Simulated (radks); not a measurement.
**Valence configurations of Ce⁺**

The task here is to estimate one member of a computed series from the others.

The numbers are computed with radks (a radial shooting solver on a logarithmic mesh, Libxc functionals) version 1 (scalar-relativistic Kohn-Sham, PBEsol, spin-polarised, spherical densities, finite nucleus; open shells are filled with parallel spins first), except any that are marked as measured or tabulated.

**Starting point**

| Item | Value |
| --- | --- |
| element | cerium (Z = 58) |
| charge | +1 |
| electrons | 57 |
| configuration | [Xe] 4f1 5d2 |
| nuclear rms radius | 4.8771 fm |
| others tried | 4f0.5 5d2 6p0.5; 4f3; 4f1 5d1.5 6p0.5; 4f1 5d1 6s1; 4f2 5d1; 4f2 6s1; 5d2 6p1; 4f1 5d1 6p1; 4f0.5 6p2.5 |

The outer shells:

Ce⁺
```
[Xe] core
4f [↑ ][  ][  ][  ][  ][  ][  ]
5d [↑ ][↑ ][  ][  ][  ]
```

The first run:

Input:

```text
Z 58
configuration [Xe] 4f1 5d2
relativity scalar-relativistic
functional pbe_sol,pbe_sol
spin polarised
nucleus finite rms 4.8771 fm
c 137.035999084
```

Among the steps run: [Xe] 4f1 5d2.

One of the session's tables, all rows but one given; the rest of the session is left out.

It belongs to the step «[Xe] 4f1 5d2». Radial moments (bohr):

```
  level    <r>  outermost maximum (interpolated)  90 % within  nodes
  5s up  1.524                              1.37         2.19      4
5s down  1.519                              1.37         2.18      4
  5p up  1.774                              1.55         2.60      3
5p down      ?                                 ?            ?      ?
  4f up  1.118                             0.709         1.95      0
4f down  1.105                             0.708         1.91      0
  5d up  2.799                              2.19         4.35      2
5d down  2.823                              2.17         4.42      2
```

**Question.** Estimate the row for 5p down.

As computed: <r>: 1.764; outermost maximum (interpolated): 1.55; 90 % within: 2.58; nodes: 3. In the column «<r>» it lies between 5s up (1.524) and 5p up (1.774).
